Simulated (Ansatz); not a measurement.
# C3H9O2Y: up Jacob's ladder to CCSD(T)

An exercise on one series of results from a longer session: the logs are not shown, and one member is left open.

Method: functionals in def2-TZVPP, the program's frozen cores in correlated methods; program: Ansatz 0.2.0, Gaussian basis.

The runs, in order: PBE-D4, r2SCAN-D4, PBE0-D4, B3LYP-D4, ωB97X-V, ωB97M-V, B2PLYP; CCSD(T)/def2-TZVPP; MP2/def2-QZVPP; extrapolation to the limit.

### The relaxed structure

All runs share one geometry, relaxed beforehand with PBE0-D4 in a triple-zeta def2 set. Y takes the def2 core potential; no spin-orbit term is included.

15 atoms, charge 0, spin multiplicity 1.

Atoms are counted from 1 here; the program's logs count them from 0.

Bond lengths: C1–O2 1.386 Å, C1–H7 1.098 Å, C1–H8 1.098 Å, C1–H9 1.098 Å, O2–Y3 2.018 Å, Y3–C4 2.379 Å, Y3–O5 2.018 Å, C4–H10 1.098 Å, C4–H11 1.098 Å, C4–H12 1.100 Å, O5–C6 1.386 Å, C6–H13 1.098 Å, C6–H14 1.098 Å, C6–H15 1.098 Å. Angles: O2–C1–H7 111.2°, O2–C1–H8 111.6°, O2–C1–H9 111.3°, H7–C1–H8 107.6°, H7–C1–H9 107.4°, H8–C1–H9 107.6°, C1–O2–Y3 173.2°, O2–Y3–C4 114.8°, O2–Y3–O5 123.1°, C4–Y3–O5 114.7°, Y3–C4–H10 113.8°, Y3–C4–H11 113.7°, Y3–C4–H12 110.7°, H10–C4–H11 106.8°, H10–C4–H12 105.6°, H11–C4–H12 105.6°, Y3–O5–C6 173.9°, O5–C6–H13 111.5° and more.

The first run:

File in.yaml:

```yaml
crystal:
  periodic: [false, false, false]
  atoms:
    - {symbol: C, position_ang: [1.483823, -0.651759, -2.740920]}
    - {symbol: O, position_ang: [1.167321, -0.304870, -1.437340]}
    - {symbol: Y, position_ang: [0.476897, 0.206135, 0.389239]}
    - {symbol: C, position_ang: [1.028215, -1.322966, 2.126732]}
    - {symbol: O, position_ang: [-1.244444, 1.221301, 0.671783]}
    - {symbol: C, position_ang: [-2.478145, 1.847675, 0.746338]}
    - {symbol: H, position_ang: [2.511259, -0.356521, -2.991167]}
    - {symbol: H, position_ang: [0.814263, -0.165918, -3.463422]}
    - {symbol: H, position_ang: [1.408186, -1.736029, -2.894144]}
    - {symbol: H, position_ang: [2.062970, -1.688365, 2.083754]}
    - {symbol: H, position_ang: [0.876387, -0.917558, 3.136142]}
    - {symbol: H, position_ang: [0.394391, -2.219887, 2.069698]}
    - {symbol: H, position_ang: [-3.162201, 1.482761, -0.031258]}
    - {symbol: H, position_ang: [-2.382320, 2.933861, 0.615904]}
    - {symbol: H, position_ang: [-2.956604, 1.672148, 1.718639]}
basis:
  gaussian: {orbitals: def2-TZVPP}
hamiltonian: {xc: pbe, dispersion: d4}
output: {forces: true, orbitals: {seedname: orbitals}}
```

On the command line:

```console
$ ansatz run in.yaml --threads 2 --pin off --events-out ev --progress --plain --max-ram 32768MiB --backend cuda --devices 0, --max-vram 18GiB
```

Steps of the session up to this table: PBE-D4 (GGA); r2SCAN-D4 (meta-GGA); PBE0-D4 (hybrid); B3LYP-D4 (hybrid); ωB97X-V (range-separated); ωB97M-V (range-separated); B2PLYP (double hybrid).

One of the session's tables, all rows but one given; the rest of the session is left out.

It belongs to the step «Frontier levels by functional». 

```
functional  HOMO (eV)  LUMO (eV)  gap (eV)
    PBE-D4      -4.94      -2.25      2.69
 r2SCAN-D4      -5.14      -1.79      3.35
   PBE0-D4          ?          ?         ?
  B3LYP-D4      -5.96      -1.87      4.10
   ωB97X-V      -8.58       0.09      8.67
   ωB97M-V      -8.47      -0.43      8.05
```

Q: Estimate the row for PBE0-D4 from the others.

**Answer.** HOMO (eV): -6.19; LUMO (eV): -1.53; gap (eV): 4.66. In the column «HOMO (eV)» it lies between ωB97M-V (-8.47) and B3LYP-D4 (-5.96).
